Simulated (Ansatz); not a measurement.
# AsF3: taking an electron away

The task here is to estimate one member of a computed series from the others.

Method: unrestricted cation, the program's frozen cores in correlated methods; program: Ansatz 0.2.0, Gaussian basis.

The runs, in order: UKS PBE-D4/def2-TZVPP; UKS r2SCAN-D4/def2-TZVPP; UKS PBE0-D4/def2-TZVPP; UKS B3LYP-D4/def2-TZVPP; UKS wB97X-V/def2-TZVPP; UKS wB97M-V/def2-TZVPP; UKS B2PLYP/def2-TZVPP; UHF-CCSD(T)/def2-TZVPP; UHF-MP2/def2-QZVPP; extrapolation to the limit; then −ε(HOMO) from the neutral's earlier runs with LDA (SPW92), PBE-D4, revPBE-D4, BLYP-D4, r2SCAN-D4, B97M-V, PBE0-D4, B3LYP-D4, r2SCANh-D4, r2SCAN0-D4, HSE06-D4, BHLYP-D4, CAM-B3LYP-D4, LC-ωPBE, ωB97X-V, ωB97M-V.

## Structure used throughout

The geometry comes from an earlier relaxation with PBE0-D4 in a triple-zeta def2 set; it is a stationary point.

SMILES `F[As](F)F`, 4 atoms, charge 0, spin multiplicity 1.

Atoms are counted from 1 here; the program's logs count them from 0.

Bond lengths: F1–As2 1.715 Å, As2–F3 1.715 Å, As2–F4 1.715 Å. Angles: F1–As2–F3 95.9°, F1–As2–F4 95.9°, F3–As2–F4 95.9°.

The first run:

Input file in.yaml:

```yaml
crystal:
  periodic: [false, false, false]
  atoms:
    - {symbol: F, position_ang: [-0.445814, 0.395617, 1.362608]}
    - {symbol: As, position_ang: [-0.462064, -0.457349, -0.125656]}
    - {symbol: F, position_ang: [1.203968, -0.865849, -0.112731]}
    - {symbol: F, position_ang: [-0.296099, 0.927581, -1.124221]}
basis:
  gaussian: {orbitals: def2-TZVPP}
total_charge: 1
magnetization: {spin_polarized: true, initial_magnetization: 1}
hamiltonian: {xc: pbe, dispersion: d4}
```

Run with:

```
$ ansatz run in.yaml --threads 4 --pin off --events-out ev --progress --plain --max-ram 10444MiB
```

Among the steps run: Cation, UKS PBE-D4/def2-TZVPP; Cation, UKS r2SCAN-D4/def2-TZVPP; Cation, UKS PBE0-D4/def2-TZVPP; Cation, UKS B3LYP-D4/def2-TZVPP; Cation, UKS wB97X-V/def2-TZVPP; Cation, UKS wB97M-V/def2-TZVPP; Cation, UKS B2PLYP (frozen core)/def2-TZVPP; Cation, UHF-CCSD(T)/def2-TZVPP; Cation, UHF-MP2/def2-QZVPP.

One table of the session follows, with a row left open; its other results are not shown here.

It belongs to the step «Ionisation energies side by side». For comparison, −ε(HOMO) of the neutral from earlier runs:

| functional | −ε(HOMO) (eV) |
| --- | --- |
| LDA (SPW92) | 8.67 |
| PBE-D4 | 8.41 |
| revPBE-D4 | 8.31 |
| BLYP-D4 | ? |
| r2SCAN-D4 | 8.79 |
| B97M-V | 8.82 |
| PBE0-D4 | 9.88 |
| B3LYP-D4 | 9.69 |
| r2SCANh-D4 | 9.33 |
| r2SCAN0-D4 | 10.14 |
| HSE06-D4 | 9.47 |
| BHLYP-D4 | 11.28 |
| CAM-B3LYP-D4 | 11.33 |
| LC-ωPBE | 12.57 |
| ωB97X-V | 12.23 |
| ωB97M-V | 12.15 |

Estimate the missing values for BLYP-D4.

Worked estimate for «−ε(HOMO) (eV)». Against the share of exact exchange, B3LYP-D4 (0.2, 9.69), BHLYP-D4 (0.5, 11.28) give a slope of 5.30 per unit share; at 0 the line stands at 8.63.

As computed: −ε(HOMO) (eV): 8.34. In «−ε(HOMO) (eV)» the line misses by +0.29.

Caveats from the session: The cation may have settled in a state other than its lowest; no search over hole states beyond the program's own was made.
